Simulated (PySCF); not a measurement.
**C5H5F3Si: electronic excitations**

What electronic excitations should C5H5F3Si (`C#C/C(=C\[SiH3])C(F)(F)F`) show?

The runs use PySCF 2.14.0, with density-fitted response routines of our own; the level of theory stands in each step. All values are computed, except where a source is named. Atoms are numbered from 0 throughout.

**1. Starting geometry**

14 atoms, charge 0, multiplicity 1; geometry from: GFN2-xTB.

Bonds of the start (Å): C0–C1 1.20, C1–C2 1.41, C2–C3 1.33, C3–Si4 1.89, C2–C5 1.51, C5–F6 1.35, C5–F7 1.34, C5–F8 1.35, C0–H9 1.05, C3–H10 1.08, Si4–H11 1.46, Si4–H12 1.46, Si4–H13 1.46.

**2. Excited states and response: CAM-B3LYP/def2-SVPD**

The job: settings as JSON, then the geometry in Å.

```
{"job": {"kind": "uv", "xc": "CAM-B3LYP", "basis": "def2-SVPD", "nstates": 8, "ntriplets": 3}, "charge": 0, "multiplicity": 1}
C     -0.996805     2.213722     0.635144
C     -0.322871     1.261145     0.351416
C      0.535148     0.186907     0.026591
C      0.121609    -1.042269    -0.286998
Si    -1.698968    -1.539958    -0.343691
C      1.997949     0.566193     0.066359
F      2.376165     1.003277     1.281154
F      2.815776    -0.451924    -0.239008
F      2.288770     1.556736    -0.796368
H     -1.606867     3.031310     0.880080
H      0.877178    -1.780872    -0.517602
H     -2.280978    -1.334304     0.981890
H     -1.727704    -2.953495    -0.718321
H     -2.379080    -0.716941    -1.342812
```

With the program's defaults for keys left out, this is: TDDFT CAM-B3LYP/def2-SVPD, vertical, gas phase, core orbitals frozen in the response.

On the command line:

```bash
> OMP_NUM_THREADS=1 python probes_run.py task.json out
```

The driver reads the jobs from task.json and runs them one after another.

What it wrote:

```text
coarse grid: 13416 points
cycle   1  E = -781.5873441633  dE =  1.417e+00  |g| = 9.385e-01  |ddm| = 1.501e+01
cycle   2  E = -781.5205160319  dE =  6.683e-02  |g| = 1.205e+00  |ddm| = 3.157e+00
cycle   3  E = -781.7551497074  dE = -2.346e-01  |g| = 9.474e-02  |ddm| = 1.696e+00
cycle   4  E = -781.7563181403  dE = -1.168e-03  |g| = 6.563e-02  |ddm| = 3.478e-01
cycle   5  E = -781.7572955296  dE = -9.774e-04  |g| = 1.818e-02  |ddm| = 1.904e-01
cycle   6  E = -781.7573696346  dE = -7.410e-05  |g| = 3.248e-03  |ddm| = 5.107e-02
cycle   7  E = -781.7573725591  dE = -2.925e-06  |g| = 1.327e-03  |ddm| = 1.287e-02
final grid: 129640 points
cycle   8  E = -781.8703125074  dE = -2.960e-05  |g| = 3.683e-03  |ddm| = 1.237e-01
cycle   9  E = -781.8703118343  dE =  6.731e-07  |g| = 4.368e-03  |ddm| = 1.493e-02
cycle  10  E = -781.8703151629  dE = -3.329e-06  |g| = 3.279e-04  |ddm| = 5.441e-03
cycle  11  E = -781.8703151831  dE = -2.018e-08  |g| = 1.879e-04  |ddm| = 1.048e-03
cycle  12  E = -781.8703151907  dE = -7.591e-09  |g| = 7.237e-05  |ddm| = 4.631e-04
cycle  13  E = -781.8703151919  dE = -1.287e-09  |g| = 1.779e-05  |ddm| = 1.674e-04
cycle  14  E = -781.8703151920  dE = -1.019e-10  |g| = 8.246e-06  |ddm| = 4.553e-05
converged SCF energy = -781.8703151920

Static polarisability (au): isotropic 87.861, principal 63.987 89.115 110.480

Singlet excitations
state   eV       nm        f      main configurations
  1   5.3564    231.5   0.00005   H-1->L 0.94
  2   5.4203    228.7   0.24762   H->L 0.89
  3   6.2240    199.2   0.00004   H->L+2 0.34, H->L+3 0.24, H->L+1 0.23
  4   6.4484    192.3   0.00070   H-2->L 0.92
  5   7.1725    172.9   0.20163   H-3->L 0.59, H-1->L+2 0.10
  6   7.4355    166.7   0.00243   H->L+1 0.67, H->L+3 0.12
  7   7.5371    164.5   0.00779   H-4->L 0.93
  8   7.7947    159.1   0.07586   H-3->L 0.34, H->L+6 0.19, H->L+9 0.13

Triplet excitations (Tamm-Dancoff, eV): 3.3402 5.0569 5.4909
```

It took 81 s on 1 thread of Arm Neoverse V1, shared host; peak memory 1.1 GiB.

Frontier orbitals and where they lie:

```tsv
orbital	eV	atoms
HOMO−3	-11.36	Si4 23 %, C1 16 %, H13 15 %
HOMO−2	-11.34	C3 34 %, Si4 23 %, C2 8 %
HOMO−1	-10.16	C0 41 %, C1 40 %, C2 5 %
HOMO	-9.16	C0 26 %, C1 22 %, C3 22 %
LUMO	-0.94	C3 30 %, C2 22 %, C0 12 %
LUMO+1	0.95	Si4 27 %, C3 12 %, C0 11 %
LUMO+2	1.14	Si4 39 %, C0 12 %, C1 10 %
```

With each of the 8 states as a Gaussian band of 0.4 eV half-width at 1/e, the curve within the window shown has maxima at 229 nm (ε 10,000), 172 nm (ε 8,700) L/(mol cm). Beyond the last state computed it falls off for lack of states. The curve at chosen wavelengths:

```csv
nm,ε (L/mol/cm)
153,1842
157,3410
162,5057
166,6782
170,8440
174,8354
179,5562
183,2983
187,1277
192,361
196,178
200,279
204,719
209,2015
213,3766
217,5954
221,8086
226,9793
230,9958
234,9087
239,7074
243,5255
247,3614
251,2320
256,1222
260,688
```

Leading natural transition orbitals of singlet state 2: the hole lies on C0 35 %; C1 25 %; C3 18 %; the particle on C3 27 %; C0, C2 about 17 % each; C1 9 %.

Leading natural transition orbitals of singlet state 1: the hole lies on C0, C1 about 42 % each; the particle on C3 27 %; C0, C2 about 19 % each; C1 12 %.

Ground-state properties from the same run:

```tsv
property	computed
dipole moment (D)	2.61
polarisability (Å³)	13.02
HOMO–LUMO gap (eV)	8.21
−ε(HOMO) (eV)	9.16
```

Orbitals, density, ELF and potential are computed afterwards from the orbital file.

Frontier orbitals at CAM-B3LYP/def2-SVPD, with the share of their density that lies nearest to each atom:

```tsv
orbital	energy (eV)	lies on
HOMO	-9.16	C0, C3 about 27 % each; C1, C2 about 17 % each
LUMO	-0.94	C3 29 %; C2 21 %; C0 13 %
```

ELF in a plane through or near 10 of the atoms.

Ten even steps from '0' (0.00) to '9' (1.00):
```
0000000000000000000000000000
0000000000000000000000000000
0000000000012100000000000000
0000000000799961000000000000
0000000002899982000000000000
0000000013686764200000000000
0000000036743676300000000000
0000000015874686100110000000
0000000001553363002432000000
0000000001366641220201100000
0000000133967485875433520000
0000000223564638593299997000
0000000277610799841799998000
0000003772850899920399994000
0000001466530289700013200000
0000000011100000000000000000
0000000000000000000000000000
0000000000000000000000000000
0000000000000000000000000000
0000000000000000000000000000
```
The map spans 11.6 Å across and 12.2 Å up, centred on the molecule. Atoms in the plane (x, y in Å): C0 (-0.6, 2.4), C1 (-0.5, 1.2), C2 (-0.5, -0.2), C3 (0.6, -0.9), Si4 (2.3, -0.2), C5 (-1.9, -0.8), F7 (-1.9, -2.1), H9 (-0.6, 3.5), H10 (0.4, -2.0), H12 (3.2, -1.4).

On the surface of density 0.002 e/bohr³ the electrostatic potential runs, from the 1st to the 99th percentile, from -0.65 V near F8 to 1.58 V near H9.

**3. Results**

```
                                quantity                        value
    lowest singlet (CAM-B3LYP/def2-SVPD)  5.36 eV (231 nm), f = 0.000
brightest single state of those computed  state 2, 5.42 eV, f = 0.248
                          lowest triplet                      3.34 eV
   surface potential, 1st and 99th percentile           -0.65 V and 1.58 V
```

In words: The first singlet state (HOMO−1→LUMO 0.94) lies at 5.36 eV and is dark; of the 8 states computed, the strongest absorption comes from state 2 at 5.42 eV. The lowest triplet lies 2.02 eV below the lowest singlet (triplets in Tamm-Dancoff, singlets in full TDDFT). At CAM-B3LYP/def2-SVPD, counted by nearest atom on the grid, the HOMO lies on C0, C3 about 27 % each; C1, C2 about 17 % each, the LUMO on C3 29 %; C2 21 %.
